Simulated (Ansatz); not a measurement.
**CH₇AlB₂Si: basis-set convergence**

How large a basis does CH₇AlB₂Si need? Two functionals are run in growing sets.

The runs use Ansatz 0.2.0, Gaussian basis; one geometry, several basis sets.

Levels to be run: PBE0-D4/def2-SVP; ωB97M-V/def2-SVP; PBE0-D4/def2-QZVPP; ωB97M-V/def2-QZVPP; the functionals' def2-TZVPP values are taken from earlier runs.

## 1. The geometry

The geometry comes from an earlier relaxation with PBE0-D4 in a triple-zeta def2 set; it is a stationary point, not always the lowest conformer.

12 atoms, charge 0, spin multiplicity 1.

Atoms are counted from 1 here; the program's logs count them from 0.

Bond lengths: Si1–B2 1.983 Å, Si1–H6 1.492 Å, Si1–H7 1.492 Å, Si1–H8 1.491 Å, B2–B3 1.572 Å, B2–Al5 2.077 Å, B2–H9 1.267 Å, B3–C4 1.461 Å, B3–Al5 2.043 Å, C4–Al5 2.155 Å, C4–H10 1.094 Å, C4–H11 1.088 Å, Al5–H9 1.886 Å, Al5–H12 1.570 Å. Angles: B2–Si1–H6 112.3°, B2–Si1–H7 112.4°, B2–Si1–H8 110.9°, H6–Si1–H7 106.5°, H6–Si1–H8 107.1°, H7–Si1–H8 107.3°, Si1–B2–B3 135.6°, Si1–B2–Al5 147.1°, Si1–B2–H9 113.2°, B3–B2–Al5 66.4°, B3–B2–H9 109.3°, Al5–B2–H9 63.3°, B2–B3–C4 142.4°, B2–B3–Al5 68.7°, C4–B3–Al5 73.8°, B3–C4–Al5 65.6°, B3–C4–H10 122.2°, B3–C4–H11 122.0° and more.

## 2. PBE0-D4 in def2-SVP

Input file in.yaml:

```yaml
crystal:
  periodic: [false, false, false]
  atoms:
    - {symbol: Si, position_ang: [-2.330514, -0.618718, -0.131449]}
    - {symbol: B, position_ang: [-0.469995, 0.057753, -0.241029]}
    - {symbol: B, position_ang: [0.517849, 0.788515, 0.738726]}
    - {symbol: C, position_ang: [1.938928, 1.008619, 0.997478]}
    - {symbol: Al, position_ang: [1.528663, -0.383106, -0.595381]}
    - {symbol: H, position_ang: [-3.321625, 0.362358, -0.661717]}
    - {symbol: H, position_ang: [-2.523970, -1.878286, -0.907689]}
    - {symbol: H, position_ang: [-2.710391, -0.906561, 1.281101]}
    - {symbol: H, position_ang: [-0.059059, 0.198670, -1.431031]}
    - {symbol: H, position_ang: [2.527946, 0.335321, 1.626411]}
    - {symbol: H, position_ang: [2.391370, 1.995611, 0.925590]}
    - {symbol: H, position_ang: [2.587798, -1.015477, -1.567010]}
basis:
  gaussian: {orbitals: def2-SVP}
hamiltonian: {xc: pbe0, dispersion: d4}
output: {orbitals: {seedname: orbitals}}
```

The run is started by

```sh
$ ansatz run in.yaml --threads 4 --pin off --events-out ev --progress --plain --max-ram 10444MiB
```

Further steps of the session: ωB97M-V in def2-SVP; PBE0-D4 in def2-QZVPP; ωB97M-V in def2-QZVPP.

Q: Predict the results of all the runs planned. Wanted: PBE0-D4: double and triple zeta above quadruple; ωB97M-V: double and triple zeta above quadruple.

The runs gave:

| quantity | value |
| --- | --- |
| PBE0-D4: double and triple zeta above quadruple | 8.31, 0.62 eV |
| ωB97M-V: double and triple zeta above quadruple | 8.46, 0.58 eV |

**Reading.** PBE0-D4 gains 7.70 eV from double to triple zeta, then 0.62 eV more. These are total energies; as a rule much of such shifts cancels in differences, which this series doesn't test.
